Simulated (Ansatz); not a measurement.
# C₂H₇BO₂: one species, many methods

An exercise on one series of results from a longer session: the logs are not shown, and one member is left open.

Computed with Ansatz 0.2.0, Gaussian basis. Level: functionals in def2-TZVPP, the program's frozen cores in correlated methods.

The runs, in order: PBE-D4, r2SCAN-D4, PBE0-D4, B3LYP-D4, ωB97X-V, ωB97M-V, B2PLYP; CCSD(T)/def2-TZVPP; MP2/def2-QZVPP; extrapolation to the limit.

**The geometry**

All runs share one geometry, relaxed beforehand with PBE0-D4 in a triple-zeta def2 set.

SMILES `CCOBO`, 12 atoms, charge 0, spin multiplicity 1.

Atoms are counted from 1 here; the program's logs count them from 0.

Bond lengths: C1–C2 1.509 Å, C1–H6 1.093 Å, C1–H7 1.092 Å, C1–H8 1.092 Å, C2–O3 1.418 Å, C2–H9 1.095 Å, C2–H10 1.094 Å, O3–B4 1.356 Å, B4–O5 1.356 Å, B4–H11 1.199 Å, O5–H12 0.962 Å. Angles: C2–C1–H6 110.3°, C2–C1–H7 110.6°, C2–C1–H8 110.8°, H6–C1–H7 108.4°, H6–C1–H8 108.3°, H7–C1–H8 108.3°, C1–C2–O3 110.6°, C1–C2–H9 110.7°, C1–C2–H10 110.5°, O3–C2–H9 109.8°, O3–C2–H10 107.3°, H9–C2–H10 107.8°, C2–O3–B4 121.7°, O3–B4–O5 119.7°, O3–B4–H11 121.9°, O5–B4–H11 118.5°, B4–O5–H12 112.0°.

Set-up of the first run:

File in.yaml:

```yaml
crystal:
  periodic: [false, false, false]
  atoms:
    - {symbol: C, position_ang: [-0.803327, 0.418632, 1.471368]}
    - {symbol: C, position_ang: [0.374763, 0.622571, 0.549954]}
    - {symbol: O, position_ang: [0.045360, 0.235230, -0.773305]}
    - {symbol: B, position_ang: [0.607531, -0.850892, -1.358188]}
    - {symbol: O, position_ang: [0.245753, -1.196918, -2.618785]}
    - {symbol: H, position_ang: [-0.561881, 0.769069, 2.477777]}
    - {symbol: H, position_ang: [-1.672760, 0.973224, 1.112937]}
    - {symbol: H, position_ang: [-1.071063, -0.638668, 1.531164]}
    - {symbol: H, position_ang: [1.243189, 0.053210, 0.898789]}
    - {symbol: H, position_ang: [0.658100, 1.678594, 0.517949]}
    - {symbol: H, position_ang: [1.423732, -1.522711, -0.792720]}
    - {symbol: H, position_ang: [-0.412398, -0.596538, -2.982938]}
basis:
  gaussian: {orbitals: def2-TZVPP}
hamiltonian: {xc: pbe, dispersion: d4}
output: {forces: true, orbitals: {seedname: orbitals}}
```

Started as:

```sh
$ ansatz run in.yaml --threads 4 --pin off --events-out ev --progress --plain --max-ram 10444MiB
```

Among the steps run: PBE-D4 (GGA); r2SCAN-D4 (meta-GGA); PBE0-D4 (hybrid); B3LYP-D4 (hybrid); ωB97X-V (range-separated); ωB97M-V (range-separated); B2PLYP (double hybrid); CCSD(T) in def2-TZVPP; MP2 in def2-QZVPP.

One of the session's tables, all rows but one given; the rest of the session is left out.

```
            method  atoms, summed (eV)  atomisation energy (kJ/mol)
            PBE-D4           -6904.037                       4975.1
         r2SCAN-D4           -6909.496                       4897.4
           PBE0-D4           -6905.528                       4886.0
          B3LYP-D4           -6914.155                       4882.6
           ωB97X-V           -6911.346                       4880.4
           ωB97M-V           -6910.482                       4897.1
            B2PLYP           -6908.525                       4843.2
     HF/def2-TZVPP           -6885.765                       3634.8
    MP2/def2-TZVPP                   ?                            ?
   CCSD/def2-TZVPP           -6900.836                       4701.5
CCSD(T)/def2-TZVPP           -6901.137                       4765.1
           MP2/CBS           -6900.671                       4968.9
       CCSD(T)/CBS           -6903.551                       4877.1
```

**Question.** Estimate the row for MP2/def2-TZVPP.

As computed: atoms, summed (eV): -6898.257; atomisation energy (kJ/mol): 4856.9. In the column «atoms, summed (eV)» it lies between MP2/CBS (-6900.671) and HF/def2-TZVPP (-6885.765).

Limits of these values: Free atoms (2 C, 2 O, 1 B, 7 H) were run apart at each level; the atomisation energy is their sum less the molecule, without zero-point or spin-orbit terms.
